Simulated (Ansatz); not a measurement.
# WS (Pm-3m) in Ansatz: a series of runs

Aim: see how the results for WS move with the level of theory and the settings. Levels: PBEsol, PBE. Tasks: phonons, elastic constants.

All numbers are computed with Ansatz 0.2.0; they aren't measurements. Logs are shortened: lines on timing, memory, paths and dates and some standing lists are left out, and cuts for length are marked.

**1. The structure**

The structure is cubic, space group Pm-3m (No. 221). The conventional cell has a = 3.008 Å, b = 3.008 Å, c = 3.008 Å, α = 90.00°, β = 90.00°, γ = 90.00°. W (site symmetry m-3m) has 8 S at 2.60 Å as nearest neighbours. Around S (site symmetry m-3m) lie 8 W at 2.60 Å.

The cell was built by a generator and needn't be a form met in nature.

**2. Phonons, PBEsol**

Input file input.yaml:

```yaml
crystal:
  lattice:
    - [3.00789, 0.0, 0.0]
    - [0.0, 3.00789, 0.0]
    - [0.0, 0.0, 3.00789]
  atoms:
    - { symbol: W, position: [0.5, 0.5, 0.5] }
    - { symbol: S, position: [0.0, 0.0, 0.0] }
kpoints:
  mp_grid: { grid: [9, 9, 9] }
scf:
  occupations: { method: fermi_dirac, width: 0.05 }
hamiltonian:
  xc: pbesol
  pseudopotentials: { kind: all_electron, datasets: crystal }
output: {}
phonons:
  method: fd
  supercell: [1, 1, 1]
```

Potentials or basis: all-electron PAW datasets made for the crystal.

On the command line:

```console
$ ansatz run input.yaml --threads 1 --pin off --max-ram 3072MiB --backend cpu --events-out ev --progress --plain --runs-dir out
```

Log:

```text
Warning: RAYON_NUM_THREADS=1 ignored (pool sized by the plan → 1); use --threads N
hamiltonian.pseudopotentials.datasets: crystal makes datasets for this crystal and solves the spheres of its atoms anew in each pass: cutoff 320.0 eV, the density's 1280.0 eV; for an error of 0.50 meV an atom under PBE, 1.0 meV for the cell; an energy difference from a run of another recipe may be off by several times the error for the cell, under r2SCAN by more, where some 0.1 meV an atom stays at smaller errors; S in spheres of 1.228 Å, 6 of its electrons in bands; W in spheres of 1.376 Å, 6 of its electrons in bands, 22 on its site; only band paths and densities of states list, in semicore columns, the levels of the semicore shells that are solved separately: 4f of W, 5s of W, 5p of W
band count auto-derived: 11 (N_el = 12.0; filled up to band 6; 10 by the electrons, moments and atoms)
Engine: ansatz 0.2.0, aarch64-unknown-linux-gnu
Pseudopotentials: kind: all_electron
Pseudopotential: W, paw, valence charge 28, recommended cutoff 320 eV (normal), crystal/all_electron/pbesol/scalar/gaussian/W, Koelling and Harmon's equation, gaussian nucleus
Pseudopotential: S, paw, valence charge 6, recommended cutoff 320 eV (normal), crystal/all_electron/pbesol/scalar/gaussian/S, Koelling and Harmon's equation, gaussian nucleus
Functional definition: PBEsol
  exchange = pbesol_x
  correlation = pbesol_c
Crystal: 2 atoms, lattice volume = 27.214 Å³
Basis set: ecut = 320 eV, 365 PW (Γ), exchange–correlation on 36×36×36 points (8 copies of the dense FFT grid, shifted against one another)
Bands: 11, of which v1, the nominal top of the filled ones, is band 6 counted from 1 (5 counted from 0)
Symmetry: 48 space group operations
k-points: 35 of 729
Non-local potential: W, projectors of the file, l = 0: 1, l = 1: 1, l = 2: 2
Non-local potential: S, projectors of the file, l = 0: 1, l = 1: 1, l = 2: 2
PAW form: soft (Blöchl's): semilocal exchange-correlation on the pseudo side does not see the compensation charge
PAW one-centre angular grid: W, 590 points (default); XC on its mesh's 1823 points in the sphere
PAW one-centre angular grid: S, 110 points (default); XC on its mesh's 1951 points in the sphere
Initial density: superposition of atomic densities (neutral atoms: chi_scale 0, normalization atom)
Initial wavefunctions: pseudopotential atomic-orbital guess
Functional: x = pbesol(κ = 0.804, μ = 0.12345679012345678), c = pbesol(β = 0.046)
iter 1 solved again at ethr=1.73e-2 eV; its pass at ethr=1.00e-1 eV (dr2=2.07e0 eV) is discarded
SCF iter   1: F=—  HF=-449920.063379 eV  |F-HF|=—  |Δ(HF+E_count)|=         —  Δρ=7.94e-2  dr2=2.43e0  ethr=1.73e-2  ⟨swp⟩=2.4  Hψ=2279  notcnv=0
preconditioner: auto → none  [insulator: Δε(μ)=0.136 eV  Ē_g=10.745 eV  σ=0.050 eV  W_gap=0.52  n_scr=6 (ndim 8)  ℏωp=24.7 eV  f_vac=0.000  D(μ)=0.92/eV (n_scr^D=6)  ε∞_Penn≈6.3]
SCF iter   2: F=—  HF=-449919.597480 eV  |F-HF|=—  |Δ(HF+E_count)|=   4.66e-1  Δρ=3.41e-2  dr2=5.28e-1  ethr=1.73e-2  ⟨swp⟩=3.1  Hψ=1028  notcnv=0
SCF iter   3: F=—  HF=-449919.460131 eV  |F-HF|=—  |Δ(HF+E_count)|=   1.37e-1  Δρ=1.53e-2  dr2=8.28e-2  ethr=4.40e-3  ⟨swp⟩=3.0  Hψ=971  notcnv=0
SCF iter   4: F=—  HF=-449919.446046 eV  |F-HF|=—  |Δ(HF+E_count)|=   1.41e-2  Δρ=7.46e-3  dr2=2.08e-2  ethr=6.90e-4  ⟨swp⟩=2.1  Hψ=1029  notcnv=0  defer=2
iter 5 solved again at ethr=3.91e-6 eV; its pass at ethr=1.73e-4 eV (dr2=4.69e-4 eV) is discarded
SCF iter   5: F=—  HF=-449919.442486 eV  |F-HF|=—  |Δ(HF+E_count)|=   3.56e-3  Δρ=1.25e-3  dr2=4.54e-4  ethr=3.91e-6  ⟨swp⟩=2.6  Hψ=1719  notcnv=0  defer=2
[... 33 lines left out ...]
SCF iter   7: F=—  HF=-449919.442465 eV  |F-HF|=—  |Δ(HF+E_count)|=   1.16e-9  Δρ=7.52e-7  dr2=7.69e-11  ethr=3.65e-11  ⟨swp⟩=2.5  Hψ=1333  notcnv=0
SCF iter   8: F=-449919.442465 eV  HF=-449919.442465 eV  |F-HF|=1.75e-10  |Δ(HF+E_count)|=  3.49e-10  Δρ=1.92e-7  dr2=9.97e-12  ethr=1.00e-12  ⟨swp⟩=3.1  Hψ=1689  notcnv=0
SCF 3 converged in 8 iterations: F = -449919.442464 eV  dr2 = 9.97e-12
  Residual-converged pass: ⟨swp⟩=4.0  Hψ=1928  notcnv=0  max |occ|·‖R‖ = 1.7e-7 eV (tolerance 1.7e-7 eV)  dr2=1.07e-11  dr2_onsite=4.89e-12  max |Δocc| = 3.6e-9
SCF converged after 11 iterations
Free energy (F): -449919.442474 eV
Harris-Foulkes:  -449919.442474 eV  (|F-HF|=5.82e-11)
Internal energy: -449919.429709 eV  (E = F + TS)
E sigma→0 (E₀):  -449919.436092 eV
Entropy (-TS):   -0.012765 eV (-6.382 meV/atom)
Past the cutoff: the bands carry plane waves up to 1.75 times it, of which those up to 1.5 times it add -0.000216 eV an atom, each by itself; the spheres take 0.000069 eV an atom off the energy for waves past 1.75 times it
By the cutoff:   a pressure is off by up to 0.005 GPa (1.2 times the spheres' own share and the shells' term, over an atom's volume, and 0.004 GPa: a bound that held against runs at twice the plane waves)
Past the cutoffs: a stress includes 0.0034 GPa for waves and charges beyond them, in addition to the slope of what the spheres take
In the spheres:  the bands' charges fall short by 2.0e-7 e at most (sound up to 1e-3), those of shells solved beside the bands by 3.6e-7 e (sound up to 5e-4)
Fermi energy:    24.334062 eV
--- Per-component energies (eV) ---
  E_band       = 217.209924
  E_kinetic    = 222.855166
  E_local      = -4388.487464  (includes V_loc(G=0)·N_el)
  E_nonlocal   = -12.336091
  E_hartree    = 2502.948404
  E_xc         = -179.515546
  E_vxc        = -183.488611  (∫ρ·V_xc dr)
  E_paw        = -459800.283990  (= ΣΔE_a)
  E_vpaw       = -18376.605948  (= ΣTr[D̂ρ^β])
  E_ewald      = -6213.986430
  E_smearing   = -0.012765  (= −TS)
  E_closure    = 17949.376242  (closes the sum)
  Σ components = -449919.442474   (vs F -449919.442474, Δ=0.00e0)
  The terms above E_closure are by the made datasets' own strengths, without shells solved beside the bands.
--- Forces (eV/Å), atoms counted from 1 ---
  atom   1  W      0.00000000    -0.00000000     0.00000000
  atom   2  S     -0.00000000    -0.00000000    -0.00000000
  max |Σ_I F_I| component: 1.58e-30 eV/Å
--- Band table (eV; the first three rows and the last of 35) ---
  k-point 0: bands = ["6.7911", "19.7750", "19.7750", "21.5492", "21.5492", "21.5492", "25.5177", "25.5177", "25.5177", "26.6912", "33.7689"]
  k-point 1: bands = ["6.9900", "18.9915", "19.8978", "21.2560", "21.2560", "21.8162", "25.5884", "25.8791", "25.8791", "27.5329", "32.9220"]
  k-point 2: bands = ["7.5494", "17.2190", "20.2376", "20.6455", "20.6455", "22.9584", "25.7758", "26.7426", "26.7426", "28.9517", "31.2428"]
  k-point 34: bands = ["11.1634", "15.6460", "15.6460", "16.0781", "25.6604", "25.9956", "25.9956", "28.7568", "28.7568", "30.3412", "30.3412"]
--- Phonons: 2 displaced members + reference (amplitude 0.0025 Å, Σ member SCF iterations 15) ---
  symmetry images taken by strict's conditions (phonons.symmetry_images: auto; settled by no image being taken that strict refuses)
  ASR residual: 6.280e-4 → 0.000e0 eV/Å²; symmetrization residual: 1.200e-4 eV/Å²
  largest component of a force at the reference: 1.3e-30 eV/Å
  ASR residual per site (eV/Å²): 3.53e-4 6.28e-4
  Γ frequencies (cm⁻¹): 0.00 0.00 0.00 181.47 181.47 181.47
  density of states and harmonic sums: on the 20×20×20 q-mesh, interpolated from the force constants of a 1×1×1 supercell (no non-analytic term)
  largest difference from the sums on the solved wave vectors: F 6.37e-1 eV, S 8.96e-4 and C_V 2.58e-4 eV/K
  zero-point energy: 0.043457 eV/cell   skipped modes (ω ≤ 0): 3   left out of the sums: 6.25e-5 of the cell's modes: C_V's classical limit lies that fraction below 3 k_B per atom; for a crystal, a wire or a layer, F and S can be off by more, and a phonons.interpolated_qmesh denser along its periods is the remedy for the sampling
```

phdos.tsv:

```text
# omega_inv_cm	omega_thz	g_bin_mean(omega)[modes/inv_cm]
# format = ansatz-phdos/2
# interpolated_qmesh = 20 20 20
# force_constants_supercell = 1 1 1
# lo_to_splitting: not included (the non-analytic LO-TO correction is not applied to the interpolated dynamical matrix; polar crystals: no LO-TO splitting at GAMMA, and LO and other optical branches, acoustic branches and sound speeds, and with them the density of states and the thermodynamics, can be off between the wave vectors that the force constants were sampled on, most near GAMMA; a larger extent of the force constants narrows that region and is not shown to mend the acoustic slopes)
# g_bin_mean(omega): the modes in a bin one row spacing wide, centred on omega, divided by that spacing. A flat band (one whose frequency is the same at every q-point) is counted whole in the row whose bin holds it (on the edge of two bins, in the lower row). The modes of the run's own cell are the sum of g_bin_mean times the row spacing in inv_cm (a plain sum, not the trapezoid rule); for a one-atom cell on a GAMMA-only q-mesh every row is zero, so that sum is 0, not 3
0.000000	0.000000	1.343517e-8
0.362948	0.010881	3.493143e-7
0.725896	0.021762	1.316646e-6
1.088845	0.032643	2.928866e-6
1.451793	0.043524	5.185974e-6
1.814741	0.054405	8.087970e-6
[... 493 lines left out ...]
181.111171	5.429576	7.497812e-3
181.474120	5.440457	3.723953e-4
```

Run time: 33 s. Hardware: 1 thread of Arm Neoverse V1, shared host; peak memory 0.59 GiB.

Results:

```yaml
Free_energy: -449919.4425 eV
Band_gap_on_the_k_mesh: none (metal or under the smearing width)
Highest_phonon_frequency_at_Γ: 181 cm⁻¹
```

Phonon frequencies in cm⁻¹ (negative: imaginary):
| q point | frequencies |
| --- | --- |
| (0.000, 0.000, 0.000) | 0 0 0 181 181 181 |

Caveat: a metal's response needs a denser mesh. The run has no spin-orbit coupling, so splittings on W are missing.

**3. Elastic constants, PBE**

Input file input.yaml:

```yaml
crystal:
  lattice:
    - [3.00789, 0.0, 0.0]
    - [0.0, 3.00789, 0.0]
    - [0.0, 0.0, 3.00789]
  atoms:
    - { symbol: W, position: [0.5, 0.5, 0.5] }
    - { symbol: S, position: [0.0, 0.0, 0.0] }
kpoints:
  mp_grid: { grid: [7, 7, 7] }
scf:
  occupations: { method: fermi_dirac, width: 0.05 }
hamiltonian:
  xc: pbe
  pseudopotentials: { kind: all_electron, lapw: { basis_error: 0.002 } }
output:
  forces: true
  stress: true
elastic:
  mode: relaxed_ion
  stencil: two_point
```

Potentials or basis: all-electron LAPW, scalar-relativistic.

On the command line:

```console
$ ansatz run input.yaml --threads 1 --pin off --max-ram 3072MiB --backend cpu --events-out ev --progress --plain --runs-dir out
```

Wall time 59 s (1 thread of Arm Neoverse V1, shared host); peak memory 0.35 GiB.

The run converged. Its results:

- Free energy: -450064.4288 eV
- Pressure: 0.4 GPa
- Band gap on the k mesh: none (metal or under the smearing width)
- Elastic constants C11, C12, C44: 331, 198, -7 GPa
- Voigt bulk modulus: 242 GPa

Levels at points of the mesh, in eV from the Fermi level:
| k point | band 23 | band 24 | band 25 | band 26 | band 27 | band 28 | band 29 | band 30 |
| --- | --- | --- | --- | --- | --- | --- | --- | --- |
| (0.00, 0.00, 0.00) | -4.62 | -2.92 | -2.92 | -2.92 | 1.13 | 1.13 | 1.13 | 2.30 |

Elastic tensor in Voigt notation (GPa, in the Cartesian axes of the cell as first typed):
```
331 198 198   0   0   0
198 331 198   0   0   0
198 198 331   0   0   0
  0   0   0  -7   0   0
  0   0   0   0  -7   0
  0   0   0   0   0  -7
```

Caveat: the k mesh is thin for a metal, which can move the energy by tens of meV per atom; a metal's response needs a denser mesh; the elastic tensor has a negative eigenvalue, so either the cell is unstable as it stands or the mesh is too thin. Spin-orbit coupling is left out, which matters for the levels of W.
